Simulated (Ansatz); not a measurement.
# CH₅BOSi: how energies converge with the basis set

Aim: see how fast density functionals converge with the basis set for CH₅BOSi.

Computed with Ansatz 0.2.0, Gaussian basis. Level: one geometry, several basis sets.

Plan: PBE0-D4/def2-SVP; ωB97M-V/def2-SVP; PBE0-D4/def2-QZVPP; ωB97M-V/def2-QZVPP; the functionals' def2-TZVPP values are taken from earlier runs.

**1. Structure used throughout**

The geometry comes from an earlier relaxation with PBE0-D4 in a triple-zeta def2 set; it is a stationary point, not always the lowest conformer.

SMILES `B1CO[SiH2]1`, 9 atoms, charge 0, spin multiplicity 1.

Atoms are counted from 1 here; the program's logs count them from 0.

Bond lengths: B1–C2 1.572 Å, B1–Si4 2.009 Å, B1–H5 1.190 Å, C2–O3 1.451 Å, C2–H6 1.100 Å, C2–H7 1.100 Å, O3–Si4 1.682 Å, Si4–H8 1.491 Å, Si4–H9 1.491 Å. Angles: C2–B1–Si4 81.1°, C2–B1–H5 130.0°, Si4–B1–H5 148.9°, B1–C2–O3 102.7°, B1–C2–H6 113.6°, B1–C2–H7 113.6°, O3–C2–H6 110.5°, O3–C2–H7 110.5°, H6–C2–H7 106.1°, C2–O3–Si4 97.0°, B1–Si4–O3 79.1°, B1–Si4–H8 120.9°, B1–Si4–H9 120.9°, O3–Si4–H8 112.9°, O3–Si4–H9 112.9°, H8–Si4–H9 107.2°.

**2. PBE0-D4 in def2-SVP**

Input file in.yaml:

```yaml
crystal:
  periodic: [false, false, false]
  atoms:
    - {symbol: B, position_ang: [1.089124, 0.085221, -0.246238]}
    - {symbol: C, position_ang: [0.251974, -0.809138, 0.739588]}
    - {symbol: O, position_ang: [-1.107439, -0.359526, 0.503066]}
    - {symbol: Si, position_ang: [-0.742944, 0.794314, -0.664713]}
    - {symbol: H, position_ang: [2.261716, 0.113757, -0.444433]}
    - {symbol: H, position_ang: [0.341418, -1.887437, 0.539109]}
    - {symbol: H, position_ang: [0.524457, -0.672338, 1.796922]}
    - {symbol: H, position_ang: [-1.389841, 0.514756, -1.979008]}
    - {symbol: H, position_ang: [-1.139964, 2.174090, -0.261489]}
basis:
  gaussian: {orbitals: def2-SVP}
hamiltonian: {xc: pbe0, dispersion: d4}
output: {orbitals: {seedname: orbitals}}
```

The run is started by

```console
$ ansatz run in.yaml --threads 2 --pin off --events-out ev --progress --plain --max-ram 4352MiB
```

The runs that follow: ωB97M-V in def2-SVP; PBE0-D4 in def2-QZVPP; ωB97M-V in def2-QZVPP.

**Question.** What will the summary of the whole plan be? Wanted: PBE0-D4: double and triple zeta above quadruple; ωB97M-V: double and triple zeta above quadruple.

**Answer**, as computed:

| quantity | value |
| --- | --- |
| PBE0-D4: double and triple zeta above quadruple | 7.79, 0.50 eV |
| ωB97M-V: double and triple zeta above quadruple | 7.94, 0.46 eV |

In words: For PBE0-D4 the step from double to triple zeta gains 7.30 eV and the next only 0.50 eV. Total energies overstate the basis error of differences, where much of it tends to cancel.
